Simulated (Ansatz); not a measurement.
**C₂H₅O₂Si radical: small, medium and large basis sets**

One table from this session's results is given with a row withheld; the runs are named, their logs left out.

Computed with Ansatz 0.2.0, Gaussian basis. Level: one geometry, several basis sets.

Levels to be run: PBE0-D4/def2-SVP; ωB97M-V/def2-SVP; PBE0-D4/def2-QZVPP; ωB97M-V/def2-QZVPP; the functionals' def2-TZVPP values are taken from earlier runs.

**The geometry**

The geometry comes from an earlier relaxation with PBE0-D4 in a triple-zeta def2 set; it is a stationary point, not always the lowest conformer.

SMILES `[CH]=C[SiH](O)O`, 10 atoms, charge 0, spin multiplicity 2.

Atoms are counted from 1 here; the program's logs count them from 0.

Bond lengths: C1–C2 1.301 Å, C1–H6 1.082 Å, C2–Si3 1.873 Å, C2–H7 1.098 Å, Si3–O4 1.639 Å, Si3–O5 1.637 Å, Si3–H8 1.477 Å, O4–H9 0.960 Å, O5–H10 0.959 Å. Angles: C2–C1–H6 140.7°, C1–C2–Si3 121.7°, C1–C2–H7 119.9°, Si3–C2–H7 118.3°, C2–Si3–O4 108.0°, C2–Si3–O5 111.2°, C2–Si3–H8 111.1°, O4–Si3–O5 111.5°, O4–Si3–H8 111.2°, O5–Si3–H8 103.9°, Si3–O4–H9 115.4°, Si3–O5–H10 117.6°.

Set-up of the first run:

in.yaml reads:

```yaml
crystal:
  periodic: [false, false, false]
  atoms:
    - {symbol: C, position_ang: [-1.651625, 0.585835, -0.684848]}
    - {symbol: C, position_ang: [-0.744606, -0.346567, -0.718199]}
    - {symbol: Si, position_ang: [0.610345, -0.448812, 0.571397]}
    - {symbol: O, position_ang: [0.451214, 0.836370, 1.575495]}
    - {symbol: O, position_ang: [2.090602, -0.484768, -0.126546]}
    - {symbol: H, position_ang: [-2.523762, 0.925360, -1.227323]}
    - {symbol: H, position_ang: [-0.762186, -1.099809, -1.516591]}
    - {symbol: H, position_ang: [0.538574, -1.721248, 1.317814]}
    - {symbol: H, position_ang: [-0.305766, 1.401659, 1.405186]}
    - {symbol: H, position_ang: [2.380309, 0.300780, -0.593485]}
basis:
  gaussian: {orbitals: def2-SVP}
magnetization: {spin_polarized: true, initial_magnetization: 1}
hamiltonian: {xc: pbe0, dispersion: d4}
output: {orbitals: {seedname: orbitals}}
```

Run with:

```
$ ansatz run in.yaml --threads 4 --pin off --events-out ev --progress --plain --max-ram 10444MiB
```

Among the steps run: PBE0-D4 in def2-SVP; ωB97M-V in def2-SVP; PBE0-D4 in def2-QZVPP; ωB97M-V in def2-QZVPP.

One table of the session follows, with a row left open; its other results are not shown here.

It belongs to the step «Functionals by basis». 

```
functional       basis  HOMO (eV)  LUMO (eV)
   PBE0-D4    def2-SVP      -6.76      -2.04
   PBE0-D4  def2-TZVPP      -6.85      -2.21
   PBE0-D4  def2-QZVPP          ?          ?
   ωB97M-V    def2-SVP      -8.75      -0.14
   ωB97M-V  def2-TZVPP      -8.85      -0.45
   ωB97M-V  def2-QZVPP      -8.88      -0.53
```

Estimate the missing values for PBE0-D4, def2-QZVPP.

The run gave: HOMO (eV): -6.87; LUMO (eV): -2.26. In the column «HOMO (eV)» it lies between ωB97M-V, def2-SVP (-8.75) and PBE0-D4, def2-TZVPP (-6.85).
